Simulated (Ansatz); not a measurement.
# MgS (rocksalt type): independent-particle optics

Aim: the dielectric function of MgS (rocksalt type) in the independent-particle picture, and how it depends on the functional and on the gap. The runs, in order: HSE06 for the gap; optics with PBE on 6×6×6; optics with r2SCAN on 6×6×6; optics with PBE and scissors to the HSE06 gap on 6×6×6.

Computed with Ansatz 0.2.0 (plane waves, PAW; no local fields, no excitons, unless a step's input says otherwise).

### Step 1. Starting point

Symmetry: Fm-3m, No. 225, cubic system. Conventional cell: a = 5.203 Å, b = 5.203 Å, c = 5.203 Å, α = 90.00°, β = 90.00°, γ = 90.00°. Mg (site symmetry m-3m) has 6 S at 2.60 Å as nearest neighbours. Around S (site symmetry m-3m) lie 6 Mg at 2.60 Å.

Coordinates:

```
CELL_PARAMETERS angstrom
0.00000 2.60152 2.60152
2.60152 0.00000 2.60152
2.60152 2.60152 0.00000
ATOMIC_POSITIONS crystal
Mg 0.00000 0.00000 0.00000
S 0.50000 0.50000 0.50000
```

Cell and atoms come from an earlier r2SCAN relaxation.

### Step 2. The gap to aim at

input.yaml reads:

```yaml
crystal:
  lattice:
    - [0.0, 2.601517937, 2.601517937]
    - [2.601517937, 0.0, 2.601517937]
    - [2.601517937, 2.601517937, 0.0]
  atoms:
    - { symbol: Mg, position: [0.0, 0.0, 0.0] }
    - { symbol: S, position: [0.5, 0.5, 0.5] }
kpoints:
  mp_grid: { grid: [6, 6, 6] }
  band_path:
    path:
      - [0.0, 0.0, 0.0]
      - [0.5, 0.0, 0.5]
      - [0.625, 0.25, 0.625]
      - [0.375, 0.375, 0.75]
      - [0.5, 0.5, 0.5]
      - [0.5, 0.25, 0.75]
      - [0.0, 0.5, 0.5]
    npoints: 1
hamiltonian:
  xc: hse06
scf:
  occupations: { method: fixed }
  n_extra_bands: 4
output:
  forces: true
  stress: true
  eigenvalues: true
  write_density: true
  write_potential: true
  elf: true
  volumetric_format: npy
```

Run with:

```
$ ansatz run input.yaml --threads 4 --pin off --max-ram 3686MiB --backend cpu --events-out ev --progress --plain --runs-dir out
```

The runs that follow: Optics, PBE; Optics, r2SCAN; Optics, PBE with a scissors shift.

Q: Predict the results of all the runs planned. Wanted: ε∞, PBE; ε∞, r2SCAN; tallest peak of ε₂, PBE; tallest peak of ε₂, r2SCAN; HSE06 direct gap.

**Answer**, as computed:

| quantity | value |
| --- | --- |
| ε∞, PBE | 5.90 |
| ε∞, r2SCAN | 5.15 |
| ε∞, PBE + 1.10 eV scissors | 5.21 |
| tallest peak of ε₂, PBE | 20.1 at 6.10 eV |
| tallest peak of ε₂, r2SCAN | 18.7 at 6.80 eV |
| tallest peak of ε₂, PBE + 1.10 eV scissors | 20.1 at 7.20 eV |
| HSE06 direct gap | 4.83 eV |

From PBE to PBE + 1.10 eV scissors the direct gap grows from 3.72 to 4.83 eV, and ε∞ goes from 5.90 to 5.21. Local fields and excitons are left out: both change ε∞, and without excitons the onset lacks its lines.
